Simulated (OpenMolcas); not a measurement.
# Ag³⁺: CASSCF and CASPT2 terms and fine-structure levels

Aim: the low terms and levels of Ag³⁺, with their order and spacing, then second-order correlation under several settings.

Method: state-averaged CASSCF and CASPT2, spin-orbit coupling by RASSI with atomic mean-field integrals. Code: OpenMolcas 26.06.

## (1) What is computed

| Property | Result |
| --- | --- |
| Species | Ag³⁺ (silver, Z = 47, 44 electrons) |
| Basis | ANO-RCC-VDZP [6s5p3d1f], 43 functions |
| Scalar Hamiltonian | DKH2, point nucleus |
| Inactive shells | 1s 2s 2p 3s 3p 3d 4s 4p |
| Active space | 8 electrons in 5 orbitals (4d) |
| Some configurations of this space | 4d8 |
| Orbitals | optimised for the highest spin of each parity, averaged over all roots |

Outer shells as boxes (Hund's rule):

4d8
```
4d [↑↓][↑↓][↑↓][↑ ][↑ ]
```

The work runs as a chain of OpenMolcas steps in one folder; each step below is one input file. Labels, J, g values, rates, χT and fits are worked out afterwards by a script from the matrices that RASSI stores.

## (2) One- and two-electron integrals

Contents of a.inp:

```
&GATEWAY
Coord
1

Ag 0.0 0.0 0.0
Basis=ANO-RCC-VDZP
Group=XYZ
NoMove
AngMom=0.0 0.0 0.0
AMFI
&SEWARD
```

Run with:

```sh
OMP_NUM_THREADS=1 MOLCAS_MEM=2252 MOLCAS_PROJECT=a pymolcas a.inp > a.log
```

## (3) CASSCF: triplets of even parity, 10 roots

Contents of a.inp:

```
&RASSCF
FileOrb=start.orb
Symmetry=1
Spin=3
nActEl=8 0 0
Inactive=9 9
Ras2=5 0
CIRoot=10 10 1
SDav=10
CIMx=300
Iter=120 100
PrWF=0.3
OrbListing=Nothing
MaxOrb=0
Atom
>>> COPY $Project.JobIph JOB001
```

start.orb holds the contracted functions of the basis, ordered by shell, or the orbitals of the step before.

## (4) CASSCF: singlets of even parity, 15 roots

Contents of a.inp:

```
&RASSCF
FileOrb=start.orb
Symmetry=1
Spin=1
nActEl=8 0 0
Inactive=9 9
Ras2=5 0
CIRoot=15 15 1
SDav=15
CIMx=300
Iter=120 100
PrWF=0.3
OrbListing=Nothing
MaxOrb=0
Atom
CIOnly
>>> COPY $Project.JobIph JOB002
```

## (5) RASSI: spin-orbit coupling between the states

Contents of a.inp:

```
&RASSI
NrOfJobIphs=2 10 14
1 2 3 4 5 6 7 8 9 10
1 2 3 4 5 6 7 8 9 10 11 12 13 14
IphNames
JOB001
JOB002
EJob
SpinOrbit
DIPRint=1.0
SOCoupling=1000.0
Subsets=2
MEES
Property=10
'ANGMOM' 1 'ANGMOM' 2 'ANGMOM' 3 'MLTPL  1' 1 'MLTPL  1' 2 'MLTPL  1' 3
'AMFI' 1 'AMFI' 2 'AMFI' 3 'MLTPL  2' 6
SOProperty=3
'ANGMOM' 1 'ANGMOM' 2 'ANGMOM' 3
```

## (6) CASPT2: IPEA 0.4, imaginary shift 0.3 (closed shells correlated: 4s 4p), extended multistate

Contents of a.inp:

```
>>> COPY JOB001 $Project.JobIph
&CASPT2
XMultistate=10 1 2 3 4 5 6 7 8 9 10
Frozen=8 6
IPEA=0.4
Imaginary=0.3
MaxIter=60
WThr=0.0 0.3 0.05
PrWF=0.5
NoMix
>>> COPY JOB002 $Project.JobIph
&CASPT2
XMultistate=14 1 2 3 4 5 6 7 8 9 10 11 12 13 14
Frozen=8 6
IPEA=0.4
Imaginary=0.3
MaxIter=60
WThr=0.0 0.3 0.05
PrWF=0.5
NoMix
```

## (7) CASPT2: IPEA 0.1 (closed shells correlated: none)

Contents of a.inp:

```
>>> COPY JOB001 $Project.JobIph
&CASPT2
Multistate=10 1 2 3 4 5 6 7 8 9 10
NoMult
Frozen=9 9
IPEA=0.1
MaxIter=60
WThr=0.0 0.3 0.05
PrWF=0.5
NoMix
>>> COPY JOB002 $Project.JobIph
&CASPT2
Multistate=14 1 2 3 4 5 6 7 8 9 10 11 12 13 14
NoMult
Frozen=9 9
IPEA=0.1
MaxIter=60
WThr=0.0 0.3 0.05
PrWF=0.5
NoMix
```

## (8) CASPT2: IPEA 0.3, sigma1 regulariser 0.1 (closed shells correlated: 4s 4p)

Contents of a.inp:

```
>>> COPY JOB001 $Project.JobIph
&CASPT2
Multistate=10 1 2 3 4 5 6 7 8 9 10
Frozen=8 6
IPEA=0.3
Sig1=0.1
MaxIter=60
WThr=0.0 0.3 0.05
PrWF=0.5
NoMix
>>> COPY JOB002 $Project.JobIph
&CASPT2
Multistate=14 1 2 3 4 5 6 7 8 9 10 11 12 13 14
Frozen=8 6
IPEA=0.3
Sig1=0.1
MaxIter=60
WThr=0.0 0.3 0.05
PrWF=0.5
NoMix
```

(Steps that only read results are left out.)

Q: Predict the outcome of this session. Wanted: lowest level; first excited level; lowest level of another term; spin-orbit lowering of the lowest level; strongest of the lines computed, by gA.

As calculated:

| quantity | value |
| --- | --- |
| method | XMS-CASPT2, IPEA 0.4, imaginary shift 0.3 (closed shells correlated: 4s 4p) |
| lowest level | 4d8 3F4, 99 % of that term, g = 1.249 |
| ground level listed by NIST | 3F4 |
| first excited level | 4d8 3F3 at 4260 cm-1 |
| lowest level of another term | 4d8 3P2 at 13150 cm-1 |
| spin-orbit lowering of the lowest level | 3241 cm-1 |
| strongest of the lines computed, by gA (one parity, so forbidden lines), at SS-CASPT2 energies | 4d8 1G4 → 4d8 3F4, 443.1 nm, A = 3.17e+00 s⁻¹ |

Cost and accuracy by method:

| method | time of its own steps | time with the reference | mean absolute difference from the measured levels (cm-1) |
| --- | --- | --- | --- |
| A. CASSCF | 8.6 s | 8.6 s | 2400 |
| B. XMS-CASPT2, IPEA 0.4, imaginary shift 0.3, +4s 4p | 2.5 s | 11 s | 1500 |
| C. SS-CASPT2, IPEA 0.1, +none | 1.4 s | 10 s | 1800 |
| D. SS-CASPT2, IPEA 0.3, sigma1 regulariser 0.1, +4s 4p | 2.8 s | 11 s | 1500 |

Times are of one thread on a shared host.

The multiplet 3F is inverted; its intervals divided by the larger J differ by 58 % of their mean, where Landé's rule for pure LS coupling makes them equal. Second-order correlation (method B) scales the levels of the lowest configuration above 5000 cm⁻¹ by 0.92 to 0.96. Method B lies closest to the measured levels (1500 cm⁻¹ on average, level with D) and A farthest (2400). Only the configurations of the active space and the roots asked for are present. The singlets rest on orbitals optimised for another spin in at least one step, which raises them against the optimised states. Not all states of the active space went into the spin-orbit step. CASPT2 does not keep the components of a term degenerate, and the means are used. The basis is small and contracted for the neutral atom, so it is rough for this charge. Levels of other configurations are missing from the list.
